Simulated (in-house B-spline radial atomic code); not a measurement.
# Gd⁶²⁺: a helium-like spectrum by configuration interaction

Question: what is the low spectrum of Gd⁶²⁺ as two electrons over the core none (bare nucleus)?

Program: an in-house B-spline radial atomic code, version 1. Level of theory: configuration interaction of two valence electrons in the frozen-core Dirac-Hartree-Fock potential, then with screened core-valence correlation, Breit and QED (CI+MBPT), no-pair Dirac, B-spline basis. These are calculated values, not measurements, unless marked.

**1. Starting point**

- element: gadolinium (Z = 64)
- charge: +62
- core: none (bare nucleus)
- nucleus: mass number 158, rms radius 5.157 fm

**2. The run, and its levels**

Settings of the run, as the program recorded them:

```ini
basis_form = 3
Z = 64
core_configuration = 
rms_radius = 5.1569
mass_number = 158
speed_of_light = 137.035999084
box_radius = 1.406
lmax = 6
intervals = 54
virtual_cutoff = 8192.0
```

Command:

```console
$ python run_mb.py task.json out
```

The settings stand in task.json.

After this run come: Transitions.

What does the calculation give? Wanted: ground level; ionisation energy; first excited level; strongest line from the ground level; largest CI block.

As calculated:

```
                               quantity                                                         value
                           ground level                                                       1s2 1S0
                      ionisation energy                                  57779 eV (plain CI 57957 eV)
                    first excited level                                       1s2s 3S1 at 43143.56 eV
   strongest line from the ground level                             1s2p 1P°1, 0.02811 nm, gf = 0.504
                       largest CI block                                                          2746
tabulated theoretical ionisation energy  57784 eV (NIST Atomic Spectra Database, ionization energies)
```

What this shows: 1s2 1S0 lies lowest. Plain CI gives 57957 eV for ionisation, the corrected calculation 57779 eV. The lowest 12 levels have a mean term purity of 0.92, though 3 of them mix. The spin-changing line from 1s2p 3P°1 has a rate of 6.20e+15 1/s, against 1.42e+16 1/s for the strongest allowed line to the ground level; rates also scale with the cube of the energy, so the ratio isn't the spin rule alone. The tabulated theoretical ionisation energy is 57784 eV, so the final value is off by -0.0082 %. With no core the corrections are the Breit and QED terms alone; nuclear recoil is left out.
